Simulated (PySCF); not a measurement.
# C2H6GeSi: the cost of one run

Programs: PySCF 2.14.0, with density-fitted response routines of our own. Each step states its level of theory. These are calculated values for one molecule in the gas phase, unless marked as measured. Atoms count from 0, in the outputs and in this text.

## 1. The molecule as given

10 atoms, charge 0, multiplicity 1; geometry from: GFN2-xTB.

Bonds of the start (Å): Si0–C1 1.85, C1–C2 1.21, C2–Ge3 1.89, Si0–H4 1.47, Si0–H5 1.46, Si0–H6 1.47, Ge3–H7 1.49, Ge3–H8 1.49, Ge3–H9 1.49.

## 2. Geometry optimisation at PBE0-D3(BJ)/def2-SVP

What the job is given:

```
{"job": {"xc": "PBE0", "basis": "def2-SVP", "d3": "d3bj", "grid": 1, "kind": "geom"}, "charge": 0, "multiplicity": 1}
Si     2.454350    -0.163070    -0.105360
C      0.626480    -0.032890     0.159360
C     -0.569810     0.047470     0.332870
Ge    -2.435660     0.163970     0.619480
H      3.014880     1.190610    -0.122750
H      2.680530    -0.833070    -1.388140
H      3.016090    -0.945440     0.998640
H     -3.157700    -0.362070    -0.575820
H     -2.812600     1.589790     0.846070
H     -2.798800    -0.646000     1.819350
```

Launch:

```bash
> OMP_NUM_THREADS=1 python probes_run.py task.json out
```

This one command runs all jobs of the session in turn.

Q: Estimate the wall time and peak memory of this first job on 1 thread of Arm Neoverse V1, shared host.

About 17 s, with a peak of 0.42 GiB.
